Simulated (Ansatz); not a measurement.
# SnO: the cost of one run

Method: DFT PBE, scalar-relativistic, plane waves, PAW, in Ansatz 0.2.0.

**1. The system as given**

The structure is monoclinic, space group P2_1/m (No. 11). Conventional cell: a = 4.836 Å, b = 3.802 Å, c = 27.505 Å, α = 90.00°, β = 90.00°, γ = 90.00°. Sn (site symmetry m) has 3 O at 2.22 Å as nearest neighbours. O (site symmetry m) is surrounded by 3 Sn at 2.22 Å. Sn (site symmetry m) has 4 O at 2.22 Å as nearest neighbours. Around O (site symmetry m) lie 4 Sn at 2.22 Å.

Coordinates:

```xyz
12
Lattice="3.8020 0.0000 0.0000 0.0000 4.8360 0.0000 0.0000 0.0000 27.5050" Properties=species:S:1:pos:R:3 pbc="T T T"
Sn    0.0000    1.1534    9.0000
O     1.9010    0.0000    9.0000
Sn    1.9010    3.6826   10.9010
O     0.0000    0.0000   10.9010
Sn    0.0000    1.1534   12.8020
O     1.9010    0.0000   12.8020
Sn    1.9010    3.6826   14.7030
O     0.0000    0.0000   14.7030
Sn    0.0000    1.1534   16.6040
O     1.9010    0.0000   16.6040
Sn    1.9010    3.6826   18.5050
O     0.0000    0.0000   18.5050
```

Slab cut from the bulk at the bulk's listed lattice constants, lower half held.

**2. Relaxing the atoms**

The input, input.yaml:

```yaml
crystal:
  lattice:
    - [3.802, 0.0, 0.0]
    - [0.0, 4.836, 0.0]
    - [0.0, 0.0, 27.5050002177]
  atoms:
    - { symbol: Sn, position: [0.0, 0.2385, 0.3272132314] }
    - { symbol: O, position: [0.5, 0.0, 0.3272132314] }
    - { symbol: Sn, position: [0.5, 0.7615, 0.3963279408] }
    - { symbol: O, position: [0.0, 0.0, 0.3963279408] }
    - { symbol: Sn, position: [0.0, 0.2385, 0.4654426503] }
    - { symbol: O, position: [0.5, 0.0, 0.4654426503] }
    - { symbol: Sn, position: [0.5, 0.7615, 0.5345573497] }
    - { symbol: O, position: [0.0, 0.0, 0.5345573497] }
    - { symbol: Sn, position: [0.0, 0.2385, 0.6036720592] }
    - { symbol: O, position: [0.5, 0.0, 0.6036720592] }
    - { symbol: Sn, position: [0.5, 0.7615, 0.6727867686] }
    - { symbol: O, position: [0.0, 0.0, 0.6727867686] }
basis:
  ecutwfc: 420.0
  fft_grid_basis: typed
kpoints:
  mp_grid: { grid: [7, 5, 1] }
hamiltonian:
  xc: pbe
  pseudopotentials: { kind: paw }
scf:
  occupations: { method: gaussian, width: 0.05 }
output:
  forces: true
  eigenvalues: true
efield:
  axis: 3
  dipole_correction: true
  ramp_width: 0.04
relax:
  adjacent_minimum: "off"
  f_tol: 0.04
  max_steps: 40
  constraints: [{ sites: [0, 1, 2, 3, 4, 5] }]
```

On the command line:

```sh
$ ansatz run input.yaml --threads 2 --pin off --max-ram 4423MiB --backend cpu --events-out ev --progress --plain --runs-dir out
```

**Question.** How long does this run take on 2 threads of Intel Xeon Platinum 8259CL at 2.50GHz (Skylake/Cascade Lake), shared host, and how much memory does it need?

About 2.3 min, with a peak of 0.99 GiB.
